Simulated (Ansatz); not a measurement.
# Nb: squeezing one contact

One table from this session's results is given with a row withheld; the runs are named, their logs left out.

Program: Ansatz 0.2.0. Level of theory: DFT PBEsol, with the methods named in each step. These are calculated values, not measurements.

## Starting point

It takes space group Fd-3m (No. 227, cubic). Conventional cell: a = 5.659 Å, b = 5.659 Å, c = 5.659 Å, α = 90.00°, β = 90.00°, γ = 90.00°. Nb (site symmetry -43m) is surrounded by 4 Nb at 2.45 Å.

Coordinates:

```cif
data_structure
_symmetry_space_group_name_H-M 'P 1'
_symmetry_Int_Tables_number 1
_cell_length_a 4.0018
_cell_length_b 4.0018
_cell_length_c 4.0018
_cell_angle_alpha 60.000
_cell_angle_beta 60.000
_cell_angle_gamma 60.000
_cell_volume 45.32
loop_
_atom_site_label
_atom_site_type_symbol
_atom_site_fract_x
_atom_site_fract_y
_atom_site_fract_z
_atom_site_occupancy
Nb1 Nb 0.87500 0.87500 0.87500 1
Nb2 Nb 0.12500 0.12500 0.12500 1
```

Atoms are numbered in the order of the input: Nb1, Nb2.

Set-up of the first run:

File input.yaml:

```yaml
crystal:
  lattice:
    - [0.0, 2.8296800281, 2.8296800281]
    - [2.8296800281, 0.0, 2.8296800281]
    - [2.8296800281, 2.8296800281, 0.0]
  atoms:
    - { symbol: Nb, position: [-0.125, -0.125, -0.125] }
    - { symbol: Nb, position: [0.125, 0.125, 0.125] }
kpoints:
  mp_grid: { grid: [9, 9, 9] }
scf:
  occupations: { method: fermi_dirac, width: 0.05 }
hamiltonian:
  xc: pbesol
  pseudopotentials: { kind: all_electron, lapw: { basis_error: 0.001 } }
output:
  forces: true
  stress: true
  eigenvalues: true
  populations: true
```

On the command line:

```
> ansatz run input.yaml --threads 1 --pin off --max-ram 2048MiB --backend cpu --events-out ev --progress --plain --runs-dir out
```

Among the steps run: The bond as given, LAPW; Shortest bond scaled by 1, crystal datasets; Shortest bond scaled by 0.94, LAPW; Shortest bond scaled by 0.7, LAPW; Shortest bond scaled by 0.7, crystal datasets; Shortest bond scaled by 0.64, LAPW; Shortest bond scaled by 0.58, LAPW; Shortest bond scaled by 0.58, crystal datasets.

One of the session's tables, all rows but one given; the rest of the session is left out.

```
              method  length (Å)  force along the bond (eV/Å)  pressure (GPa)  largest force (eV/Å)
                LAPW       1.421                            ?               ?                     ?
                LAPW       1.568                       61.701          119.00                61.701
                LAPW       1.715                       28.504           63.57                28.504
                LAPW       2.304                       -0.034            7.14                 0.034
                LAPW       2.451                        0.000            6.66                 0.000
                 PAW       1.421                      135.378          230.53               135.378
                 PAW       1.568                       64.566          124.16                64.566
                 PAW       1.715                       28.904           64.30                28.904
                 PAW       2.304                       -0.033            7.13                 0.033
                 PAW       2.451                        0.000            6.64                 0.000
PAW (level accurate)       1.421                      124.682          212.74               124.682
    crystal datasets       1.421                      123.833          211.28               123.833
    crystal datasets       1.715                       28.507           63.57                28.507
    crystal datasets       2.451                        0.000            6.66                 0.000
```

Estimate the missing values for LAPW, 1.421.

The run gave: force along the bond (eV/Å): 123.831; pressure (GPa): 211.29; largest force (eV/Å): 123.831. In the column «force along the bond (eV/Å)» it lies between PAW, 1.568 (64.566) and crystal datasets, 1.421 (123.833).

Caveats from the session: Rows by PAW come from runs of the same series that aren't printed here. Warnings in the runs' records: gradients without spin orbit, crystal datasets made.
